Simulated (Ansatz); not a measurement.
# Co2S: the cost of one run

Program: Ansatz 0.2.0. Level of theory: DFT PBE, scalar-relativistic, plane waves, PAW. These are calculated values, not measurements.

## 1. The system as given

The structure is tetragonal, space group P4/nmm (No. 129). The conventional cell has a = 3.680 Å, b = 3.680 Å, c = 5.615 Å, α = 90.00°, β = 90.00°, γ = 90.00°. Around Co (site symmetry -4m2) lie 8 Co at 2.38 to 2.60 Å and 4 S at 2.49 Å. Around Co (site symmetry 4mm) lie 4 Co at 2.38 Å and 5 S at 2.41 to 2.61 Å. S (site symmetry 4mm) is surrounded by 9 Co at 2.41 to 2.61 Å.

Structure file:

```
Co S
1.0
     3.68018    0.00000    0.00000
     0.00000    3.68018    0.00000
     0.00000    0.00000    5.61522
Co S
4 2
Cartesian
  0.0000 0.0000 0.0000
  1.8401 1.8401 0.0000
  0.0000 1.8401 1.5161
  1.8401 0.0000 4.0991
  0.0000 1.8401 3.9307
  1.8401 0.0000 1.6846
```

(A quick probe on a coarse mesh, which set the mesh and smearing, is not shown.)

## 3. Coarse relaxation

Input file input.yaml:

```yaml
crystal:
  lattice:
    - [3.680179805, 0.0, 0.0]
    - [0.0, 3.680179805, 0.0]
    - [0.0, 0.0, 5.6152242466]
  atoms:
    - { symbol: Co, position: [0.0, 0.0, 0.0], spin: 1.9 }
    - { symbol: Co, position: [0.5, 0.5, 0.0], spin: 1.9 }
    - { symbol: Co, position: [0.0, 0.5, 0.27], spin: 2.04 }
    - { symbol: Co, position: [0.5, 0.0, 0.73], spin: 2.04 }
    - { symbol: S, position: [0.0, 0.5, 0.7], spin: 0.17 }
    - { symbol: S, position: [0.5, 0.0, 0.3], spin: 0.17 }
basis:
  ecutwfc: 420
kpoints:
  mp_grid: { grid: [6, 6, 4] }
hamiltonian:
  xc: pbe
scf:
  occupations: { method: gaussian, width: 0.1 }
  lower_state_search: "off"
output:
  forces: true
  stress: true
  eigenvalues: true
  populations: true
magnetization:
  spin_polarized: true
relax:
  adjacent_minimum: "off"
  f_tol: 0.04
  max_steps: 70
  cell: { stress_tol: 0.4 }
```

Launch:

```console
$ ansatz run input.yaml --threads 1 --pin off --max-ram 2560MiB --backend cpu --events-out ev --progress --plain --runs-dir out
```

**Question.** How long does this run take on 1 thread of Intel Xeon Platinum 8259CL at 2.50GHz (Skylake/Cascade Lake), shared host, and how much memory does it need?

About 9 min, with a peak of 1 GiB.
